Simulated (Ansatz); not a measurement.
# SnGe3Se4: the cost of one run

Computed with Ansatz 0.2.0 (DFT PBE, scalar-relativistic, plane waves, PAW, unless a step's input says otherwise).

## Step 1: The starting structure

It takes space group R-3m (No. 166, trigonal). The conventional cell has a = 4.128 Å, b = 4.128 Å, c = 40.445 Å, α = 90.00°, β = 90.00°, γ = 120.00°. Sn (site symmetry -3m) has 6 Se at 2.92 Å as nearest neighbours. Around Ge (site symmetry 3m) lie 6 Se at 2.92 Å. Around Ge (site symmetry -3m) lie 6 Se at 2.92 Å. Se (site symmetry 3m) is surrounded by 3 Sn at 2.92 Å and 3 Ge at 2.92 Å. Se (site symmetry 3m) is surrounded by 6 Ge at 2.92 Å.

As a file:

```cif
data_structure
_symmetry_space_group_name_H-M 'R-3m:H'
_symmetry_Int_Tables_number 166
_cell_length_a 4.1279
_cell_length_b 4.1279
_cell_length_c 40.4454
_cell_angle_alpha 90.000
_cell_angle_beta 90.000
_cell_angle_gamma 120.000
_cell_volume 596.85
loop_
_atom_site_label
_atom_site_type_symbol
_atom_site_symmetry_multiplicity
_atom_site_Wyckoff_symbol
_atom_site_fract_x
_atom_site_fract_y
_atom_site_fract_z
_atom_site_occupancy
Sn1 Sn 3 a 0.00000 0.00000 0.00000 1
Ge1 Ge 6 c 0.00000 0.00000 0.25000 1
Ge2 Ge 3 b 0.33333 0.66667 0.16667 1
Se1 Se 6 c 0.33333 0.66667 0.29167 1
Se2 Se 6 c 0.66667 0.33333 0.20833 1
```

The start is an ordering of an alloy on its end members' structure types: elements ordered on the sites of the SnSe type, Ge/Sn on Sn (R-3m, No. 166).

## Step 2: The guess as it stands, on a coarse mesh

The input, input.yaml:

```yaml
crystal:
  lattice:
    - [2.06396825, 1.19163262, 13.48178414]
    - [-2.06396825, 1.19163262, 13.48178414]
    - [0.0, -2.38326525, 13.48178414]
  atoms:
    - { symbol: Sn, position: [0.0, 0.0, 0.0] }
    - { symbol: Ge, position: [0.25, 0.25, 0.25] }
    - { symbol: Ge, position: [0.5, 0.5, 0.5] }
    - { symbol: Ge, position: [0.75, 0.75, 0.75] }
    - { symbol: Se, position: [0.625, 0.625, 0.625] }
    - { symbol: Se, position: [0.875, 0.875, 0.875] }
    - { symbol: Se, position: [0.125, 0.125, 0.125] }
    - { symbol: Se, position: [0.375, 0.375, 0.375] }
basis:
  ecutwfc: 420
kpoints:
  mp_grid: { grid: [6, 6, 6] }
hamiltonian:
  xc: pbe
scf:
  occupations: { method: gaussian, width: 0.1 }
  lower_state_search: "off"
output:
  forces: true
  stress: true
  eigenvalues: true
```

Started as:

```bash
$ ansatz run input.yaml --threads 1 --pin off --max-ram 2560MiB --backend cpu --events-out ev --progress --plain --runs-dir out
```

Q: Estimate wall time and peak memory on 1 thread of Intel Xeon at 2.50GHz (Skylake/Cascade Lake), shared host.

About 54 s, with a peak of 0.68 GiB.
